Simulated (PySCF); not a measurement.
# InS under other conditions

Aim: change spin, charge, geometry, field or solvent of InS, one at a time, and compare with the base run.

The runs use PySCF 2.14.0; each script names its method and basis.

5 further runs of the same task are left out: 5 that didn't finish.

**1. The system as given**

InS: 2 atoms, charge 0, spin multiplicity 2.

Bond lengths: In1–S2 2.375 Å.

**2. The base run**

input.py

```python
from pyscf import gto, dft

mol = gto.M(
    atom='In 0 0 0; S 0 0 2.375',
    basis='lanl2dz',
    ecp={'In': 'lanl2dz', 'S': 'lanl2dz'},
    charge=0,
    spin=1,
    verbose=4,
)
mf = dft.UKS(mol, xc='wb97')
mf.kernel()
g = mf.nuc_grad_method()
g.grid_response = True
g.kernel()
mf.dip_moment()
print('orbital energies (hartree):', [e[max(0, n-3):n+3].round(4) for e, n in zip(mf.mo_energy, mol.nelec)])
```

On the command line:

```console
> python input.py
```

Its log is not repeated here.

Base result: E(SCF) = -11.959691 Eh, 11 cycles, ⟨S²⟩ = 0.768, μ = 5.15 D, gradient on the second atom 0.0038 Eh/bohr.

The bond length is a typed value, not an optimised one.

**3. Bond 1.9 Å**

Edit 1 changes bond length: 2.375 Å → 1.9 Å.

input.py

```python
from pyscf import gto, dft

mol = gto.M(
    atom='In 0 0 0; S 0 0 1.9',
    basis='lanl2dz',
    ecp={'In': 'lanl2dz', 'S': 'lanl2dz'},
    charge=0,
    spin=1,
    verbose=4,
)
mf = dft.UKS(mol, xc='wb97')
mf.kernel()
g = mf.nuc_grad_method()
g.grid_response = True
g.kernel()
mf.dip_moment()
print('orbital energies (hartree):', [e[max(0, n-3):n+3].round(4) for e, n in zip(mf.mo_energy, mol.nelec)])
```

On the command line:

```console
> python input.py
```

**4. Bond 0.5 Å**

Edit 2 changes bond length: 2.375 Å → 0.5 Å.

input.py, as its differences from that of step 2:

```diff
@@ -3,3 +3,3 @@
 mol = gto.M(
-    atom='In 0 0 0; S 0 0 2.375',
+    atom='In 0 0 0; S 0 0 0.5',
     basis='lanl2dz',
```

What does the calculation give? Wanted: for each run, E(SCF); from base; gap, α spin; SCF dipole.

As calculated:

```csv
run,E(SCF) (hartree),from base (eV),cycles,"gap, α spin (eV)",SCF dipole (D)
base,-11.959691,0,11,9.14,5.15
bond 1.9 Å,-11.888403,+1.9398,11,9.79,4.40
bond 0.5 Å (poor choice),0.437696,+337.3501,9,2.97,4.22
```

In words: The largest comparable shift of the SCF energy, +337.350 eV, comes with the run “bond 0.5 Å”. With bond 0.5 Å the frontier gap moves by over 1.5 eV, which can mean another electronic state rather than the bond length alone. Rows marked «poor choice» come from settings spoiled on purpose.
